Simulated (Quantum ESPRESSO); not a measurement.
# V in Quantum ESPRESSO: work function with LDA

Aim: the work function of V with LDA.

Program: Quantum ESPRESSO 7.5. These are calculated values, not measurements. Logs are shortened: lines on timing, memory, paths and dates and some standing lists are left out, and cuts for length are marked.

### 1 Starting point

The cell holds a slab with vacuum, 6 atoms: a = 2.621 Å, b = 2.621 Å, c = 25.699 Å, α = 90.00°, β = 90.00°, γ = 109.47°.

The slab is cut from a database's or a generator's crystal, which needn't be the stable form of the element.

### 2 Work function, LDA, collinear spin, ferromagnetic start

The input, pw.in:

```
&CONTROL
  calculation = 'scf'
  prefix = 'pwscf'
  outdir = './tmp'
  pseudo_dir = './pseudo'
  tprnfor = .true.
  disk_io = 'low'
/
&SYSTEM
  ibrav = 0
  celldm(1) = 8
  nat = 6
  ntyp = 1
  ecutwfc = 36
  ecutrho = 216
  nbnd = 54
  occupations = 'smearing'
  smearing = 'mv'
  degauss = 0.01469973
  nspin = 2
  starting_magnetization(1) = 0.1538
/
&ELECTRONS
  conv_thr = 6d-09
  electron_maxstep = 150
  mixing_beta = 0.3
  mixing_mode = 'local-TF'
  tqr = .true.
/
ATOMIC_SPECIES
V     50.9415 V.LDA_PW-JTH.UPF
CELL_PARAMETERS alat
  0.6190253514933   0.0000000000000   0.0000000000000
 -0.2063417838311   0.5836226983564  -0.0000000000000
  0.0000000000000   0.0000000000000   6.0703968986826
ATOMIC_POSITIONS crystal
V      0.5000000000    0.5000000000    0.2918455369
V      0.0000000000    0.0000000000    0.3751073221
V      0.5000000000    0.5000000000    0.4583691074
V      0.0000000000    0.0000000000    0.5416308926
V      0.5000000000    0.5000000000    0.6248926779
V      0.0000000000    0.0000000000    0.7081544631
K_POINTS automatic
11 11 1 0 0 0
```

The input, pp_density.in:

```
&INPUTPP
  prefix = 'pwscf'
  outdir = './tmp'
  filplot = 'density.dat'
  plot_num = 0
/
&PLOT
  nfile = 1
  filepp(1) = 'density.dat'
  iflag = 3
  output_format = 6
  fileout = 'density.cube'
/
```

The input, pp_potential.in:

```
&INPUTPP
  prefix = 'pwscf'
  outdir = './tmp'
  filplot = 'potential.dat'
  plot_num = 11
/
&PLOT
  nfile = 1
  filepp(1) = 'potential.dat'
  iflag = 3
  output_format = 6
  fileout = 'potential.cube'
/
```

The input, pp_spin.in:

```
&INPUTPP
  prefix = 'pwscf'
  outdir = './tmp'
  filplot = 'spin.dat'
  plot_num = 6
/
&PLOT
  nfile = 1
  filepp(1) = 'spin.dat'
  iflag = 3
  output_format = 6
  fileout = 'spin.cube'
/
```

Potentials or basis: JTH 2.0 LDA.

On the command line:

```bash
OMP_NUM_THREADS=1 mpirun -n 2 pw.x -nk 2 -in pw.in > pw.out
OMP_NUM_THREADS=1 mpirun -n 1 pp.x -in pp_density.in > pp_density.out
OMP_NUM_THREADS=1 mpirun -n 1 pp.x -in pp_potential.in > pp_potential.out
OMP_NUM_THREADS=1 mpirun -n 1 pp.x -in pp_spin.in > pp_spin.out
```

pw.out:

```text
This program is part of the open-source Quantum ESPRESSO suite
     for quantum simulation of materials; please cite
         "P. Giannozzi et al., J. Phys.:Condens. Matter 21 395502 (2009);
         "P. Giannozzi et al., J. Phys.:Condens. Matter 29 465901 (2017);
         "P. Giannozzi et al., J. Chem. Phys. 152 154105 (2020);
     in publications or presentations arising from this work. More details at

     file V.LDA_PW-JTH.UPF: wavefunction(s)  3P 0P 3D 0D renormalized
     Message from routine setup:
     using ibrav=0 with symmetry is DISCOURAGED, use correct ibrav instead

     K-points division:     npool     =       2
     Subspace diagonalization in iterative solution of the eigenvalue problem:
     a serial algorithm will be used

     G-vector sticks info
     --------------------
     sticks:   dense  smooth     PW     G-vecs:    dense   smooth      PW
     Sum         399     265     91                60321    32781    6571

     Using Slab Decomposition

     bravais-lattice index     =            0
     lattice parameter (alat)  =       8.0000  a.u.
     unit-cell volume          =    1122.8653 (a.u.)^3
     number of atoms/cell      =            6
     number of atomic types    =            1
     number of electrons       =        78.00
     number of Kohn-Sham states=           54
     kinetic-energy cutoff     =      36.0000  Ry
     charge density cutoff     =     216.0000  Ry
     scf convergence threshold =      6.0E-09
     mixing beta               =       0.3000
     number of iterations used =            8  local-TF  mixing
     Exchange-correlation= SLA PW NOGX NOGC
                           (   1   4   0   0   0   0   0)

     celldm(1)=   8.000000  celldm(2)=   0.000000  celldm(3)=   0.000000
     celldm(4)=   0.000000  celldm(5)=   0.000000  celldm(6)=   0.000000

     crystal axes: (cart. coord. in units of alat)
               a(1) = (   0.619025   0.000000   0.000000 )
               a(2) = (  -0.206342   0.583623  -0.000000 )
               a(3) = (   0.000000   0.000000   6.070397 )

     reciprocal axes: (cart. coord. in units 2 pi/alat)
               b(1) = (  1.615443  0.571145 -0.000000 )
               b(2) = (  0.000000  1.713436  0.000000 )
               b(3) = ( -0.000000  0.000000  0.164734 )

     PseudoPot. # 1 for V  read from file:
     V.LDA_PW-JTH.UPF
     Pseudo is Projector augmented-wave + core cor, Zval = 13.0
     Generated using ATOMPAW code
     Shape of augmentation charge: BESSEL
     Using radial grid of 1028 points,  6 beta functions with:
                l(1) =   0
                l(2) =   0
                l(3) =   1
                l(4) =   1
                l(5) =   2
                l(6) =   2
     Q(r) pseudized with 0 coefficients

     atomic species   valence    mass     pseudopotential
     V                13.00    50.94150     V ( 1.00)

     Starting magnetic structure
     atomic species   magnetization
     V               0.154

      4 Sym. Ops., with inversion, found ( 2 have fractional translation)

   Cartesian axes

     site n.     atom                  positions (alat units)
         1        V      tau(   1) = (   0.2063418   0.2918113   1.7716182  )
         2        V      tau(   2) = (   0.0000000   0.0000000   2.2770503  )
         3        V      tau(   3) = (   0.2063418   0.2918113   2.7824824  )
         4        V      tau(   4) = (   0.0000000   0.0000000   3.2879145  )
         5        V      tau(   5) = (   0.2063418   0.2918113   3.7933466  )
         6        V      tau(   6) = (   0.0000000   0.0000000   4.2987787  )

     number of k points=    61  Marzari-Vanderbilt smearing, width (Ry)=  0.0147
                       cart. coord. in units 2pi/alat
        k(    1) = (   0.0000000   0.0000000   0.0000000), wk =   0.0082645
        k(    2) = (   0.0000000   0.1557669   0.0000000), wk =   0.0165289
        k(    3) = (   0.0000000   0.3115338   0.0000000), wk =   0.0165289
        k(    4) = (   0.0000000   0.4673007   0.0000000), wk =   0.0165289
        k(    5) = (   0.0000000   0.6230675   0.0000000), wk =   0.0165289
        k(    6) = (   0.0000000   0.7788344   0.0000000), wk =   0.0165289
[... 53 lines left out ...]
        k(   60) = (   0.7342921  -0.0519223   0.0000000), wk =   0.0165289
        k(   61) = (   0.7342921   0.1038446   0.0000000), wk =   0.0165289

     Dense  grid:    60321 G-vectors     FFT dimensions: (  24,  24, 240)

     Smooth grid:    32781 G-vectors     FFT dimensions: (  20,  20, 192)
     Real space treatment of Q(r)

     Check: negative core charge=   -0.000008

     Initializing real-space augmentation for DENSE grid
     Generating pointlists ...
     new r_m :   0.2553 (alat units)  2.0428 (a.u.) for type    1

     Initial potential from superposition of free atoms

     starting charge      77.9955, renormalised to      78.0000

     negative rho (up, down):  1.520E-04 1.115E-04
     Starting wfcs are  108 randomized atomic wfcs
     Checking if some PAW data can be deallocated...

     Self-consistent Calculation

     iteration #  1     ecut=    36.00 Ry     beta= 0.30
     Davidson diagonalization with overlap
     ethr =  1.00E-02,  avg # of iterations =  1.1

     negative rho (up, down):  4.433E-07 1.089E-07

     total energy              =   -1260.52842860 Ry
     estimated scf accuracy    <      12.23783831 Ry

     total magnetization       =     3.66 Bohr mag/cell
     absolute magnetization    =     3.69 Bohr mag/cell

     iteration #  2     ecut=    36.00 Ry     beta= 0.30
     Davidson diagonalization with overlap
     ethr =  1.00E-02,  avg # of iterations =  1.0

     total energy              =   -1260.64208183 Ry
     estimated scf accuracy    <       0.90472949 Ry

     total magnetization       =     4.53 Bohr mag/cell
     absolute magnetization    =     4.53 Bohr mag/cell

     iteration #  3     ecut=    36.00 Ry     beta= 0.30
     Davidson diagonalization with overlap
     ethr =  1.16E-03,  avg # of iterations =  1.0

     total energy              =   -1260.56245896 Ry
     estimated scf accuracy    <       1.33802865 Ry

     total magnetization       =     3.98 Bohr mag/cell
     absolute magnetization    =     3.98 Bohr mag/cell

     iteration #  4     ecut=    36.00 Ry     beta= 0.30
     Davidson diagonalization with overlap
     ethr =  1.16E-03,  avg # of iterations =  2.1

     total energy              =   -1260.63814749 Ry
     estimated scf accuracy    <       0.10378062 Ry

     total magnetization       =     2.47 Bohr mag/cell
     absolute magnetization    =     2.48 Bohr mag/cell

     iteration #  5     ecut=    36.00 Ry     beta= 0.30
     Davidson diagonalization with overlap
     ethr =  1.33E-04,  avg # of iterations =  4.1

     total energy              =   -1260.62613948 Ry
     estimated scf accuracy    <       0.25179039 Ry

     total magnetization       =     2.26 Bohr mag/cell
     absolute magnetization    =     2.26 Bohr mag/cell

     iteration #  6     ecut=    36.00 Ry     beta= 0.30
     Davidson diagonalization with overlap
     ethr =  1.33E-04,  avg # of iterations =  4.3

     total energy              =   -1260.64021636 Ry
     estimated scf accuracy    <       0.75926035 Ry

     total magnetization       =     1.11 Bohr mag/cell
     absolute magnetization    =     1.13 Bohr mag/cell

     iteration #  7     ecut=    36.00 Ry     beta= 0.30
     Davidson diagonalization with overlap
     ethr =  1.33E-04,  avg # of iterations =  1.0

     total energy              =   -1260.63718311 Ry
     estimated scf accuracy    <       0.05763175 Ry

     total magnetization       =     1.20 Bohr mag/cell
     absolute magnetization    =     1.21 Bohr mag/cell
[... 183 lines left out ...]
     total energy              =   -1260.63677837 Ry
     estimated scf accuracy    <       0.00000012 Ry

     total magnetization       =    -0.00 Bohr mag/cell
     absolute magnetization    =     0.00 Bohr mag/cell

     iteration # 24     ecut=    36.00 Ry     beta= 0.30
     Davidson diagonalization with overlap
     ethr =  1.54E-10,  avg # of iterations =  3.3

     negative rho (up, down):  1.241E-04 1.242E-04

     total energy              =   -1260.63677851 Ry
     estimated scf accuracy    <       0.00000004 Ry

     total magnetization       =    -0.00 Bohr mag/cell
     absolute magnetization    =     0.00 Bohr mag/cell

     iteration # 25     ecut=    36.00 Ry     beta= 0.30
     Davidson diagonalization with overlap
     ethr =  4.83E-11,  avg # of iterations =  3.4

     negative rho (up, down):  1.233E-04 1.234E-04

     total energy              =   -1260.63677875 Ry
     estimated scf accuracy    <          7.1E-09 Ry

     total magnetization       =    -0.00 Bohr mag/cell
     absolute magnetization    =     0.00 Bohr mag/cell

     iteration # 26     ecut=    36.00 Ry     beta= 0.30
     Davidson diagonalization with overlap
     ethr =  9.07E-12,  avg # of iterations =  3.9

     negative rho (up, down):  1.242E-04 1.243E-04

     total energy              =   -1260.63677876 Ry
     estimated scf accuracy    <          8.4E-09 Ry

     total magnetization       =    -0.00 Bohr mag/cell
     absolute magnetization    =     0.00 Bohr mag/cell

     iteration # 27     ecut=    36.00 Ry     beta= 0.30
     Davidson diagonalization with overlap
     ethr =  9.07E-12,  avg # of iterations =  1.1

     negative rho (up, down):  1.241E-04 1.241E-04

     Magnetic moment per site  (integrated on atomic sphere of radius R)
     atom   1 (R=0.255)  charge= 11.2563  magn= -0.0001
     atom   2 (R=0.255)  charge= 11.3220  magn=  0.0002
     atom   3 (R=0.255)  charge= 11.3275  magn= -0.0002
     atom   4 (R=0.255)  charge= 11.3275  magn= -0.0002
     atom   5 (R=0.255)  charge= 11.3220  magn=  0.0002
     atom   6 (R=0.255)  charge= 11.2563  magn= -0.0001

     End of self-consistent calculation

     Number of k-points >= 100: set verbosity='high' to print the bands.

     the Fermi energy is     5.6734 ev

!    total energy              =   -1260.63677879 Ry
     total all-electron energy =     -1260.636779 Ry
     estimated scf accuracy    <          4.2E-09 Ry
     smearing contrib. (-TS)   =       0.00214126 Ry
     internal energy E=F+TS    =   -1260.63892005 Ry

     The total energy is F=E-TS. E is the sum of the following terms:
     one-electron contribution =   -7107.41359223 Ry
     hartree contribution      =    3551.97192444 Ry
     xc contribution           =    -101.16946050 Ry
     ewald contribution        =    2799.65912467 Ry
     one-center paw contrib.   =    -403.68691643 Ry

     total magnetization       =    -0.00 Bohr mag/cell
     absolute magnetization    =     0.00 Bohr mag/cell

     convergence has been achieved in  27 iterations

     negative rho (up, down):  1.241E-04 1.241E-04

     Forces acting on atoms (cartesian axes, Ry/au):

     atom    1 type  1   force =     0.00000000    0.00000000    0.04250707
     atom    2 type  1   force =     0.00000000    0.00000000   -0.01336717
     atom    3 type  1   force =     0.00000000    0.00000000   -0.00201475
     atom    4 type  1   force =     0.00000000    0.00000000    0.00201475
     atom    5 type  1   force =     0.00000000    0.00000000    0.01336717
     atom    6 type  1   force =     0.00000000    0.00000000   -0.04250707

     Total force =     0.063081     Total SCF correction =     0.000238

=------------------------------------------------------------------------------=
   JOB DONE.
=------------------------------------------------------------------------------=
```

It took 8.4 min on 2 MPI ranks of Arm Neoverse V2, shared host; peak memory 0.72 GiB.

What came out:

* Free energy: -17151.8372 eV
* Largest force: 1.093 eV/Å
* Band gap on the k mesh: none (metal or under the smearing width)
* Net moment: 0.00 μB per cell
* Absolute moment: 0.00 μB per cell
* Valence electrons inside the program's atomic spheres: V 11.26, 11.32, 11.33
* Work function of the upper face: 5.04 eV
* Work function of the lower face: 5.04 eV

Forces in eV/Å, atoms in the order of the input:
```
V    0.000  0.000  1.093
V    0.000  0.000 -0.344
V    0.000  0.000 -0.052
V    0.000  0.000  0.052
V    0.000  0.000  0.344
V    0.000  0.000 -1.093
```

Levels at points of the mesh, in eV from the Fermi level:
Spin up:
| k point | band 36 | band 37 | band 38 | band 39 | band 40 | band 41 | band 42 | band 43 |
| --- | --- | --- | --- | --- | --- | --- | --- | --- |
| (0.00, 0.00, 0.00) | -0.27 | 0.00 | 0.12 | 0.18 | 0.27 | 0.33 | 0.50 | 0.66 |
Spin down:
```
           k point  band 37  band 38  band 39  band 40  band 41  band 42
(0.00, 0.00, 0.00)     0.00     0.12     0.18     0.27     0.33     0.50
```

Caveat: real space augmentation costs some meV and hundredths of eV per Å.
